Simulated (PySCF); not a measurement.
# C4H9B: the cost of one run

Computed with PySCF 2.14.0, with density-fitted response routines of our own, on a single molecule in the gas phase. Atoms are numbered from 0 throughout.

**1. Starting geometry**

14 atoms, charge 0, multiplicity 1; geometry from: PBE0-D3(BJ)/def2-SVP.

Bonds of the start (Å): B0–C1 1.57, C1–C2 1.54, C2–C3 1.53, C3–C4 1.54, C4–B0 1.57, B0–H5 1.21, C1–H6 1.10, C1–H7 1.11, C2–H8 1.10, C2–H9 1.10, C3–H10 1.10, C3–H11 1.10, C4–H12 1.10, C4–H13 1.11.

**2. X-ray photoelectron lines: SCAN, X2C**

The job: settings as JSON, then the geometry in Å.

```
{"job": {"kind": "xps"}, "charge": 0, "multiplicity": 1}
B     -0.077440     1.493782     0.057501
C     -1.261882     0.523201    -0.281576
C     -0.680247    -0.883504    -0.075800
C      0.812752    -0.750017    -0.393515
C      1.221097     0.621738     0.164406
H     -0.154709     2.692587     0.207169
H     -2.237408     0.712865     0.191607
H     -1.420536     0.712382    -1.367597
H     -0.804874    -1.174596     0.982547
H     -1.175441    -1.664613    -0.674685
H      1.409025    -1.588670     0.000322
H      0.956085    -0.752406    -1.488962
H      2.160342     1.039281    -0.229298
H      1.371684     0.551729     1.265765
```

Level: delta-SCF UKS SCAN, pcX-2 on the ionised atom, pcseg-1 elsewhere, spin-free X2C.

On the command line:

```bash
$ OMP_NUM_THREADS=1 python probes_run.py task.json out
```

One launch serves the whole session: the jobs run in the order shown.

Q: Estimate the wall time and peak memory of this first job on 1 thread of Arm Neoverse V2, shared host.

About 22 s, with a peak of 0.52 GiB.
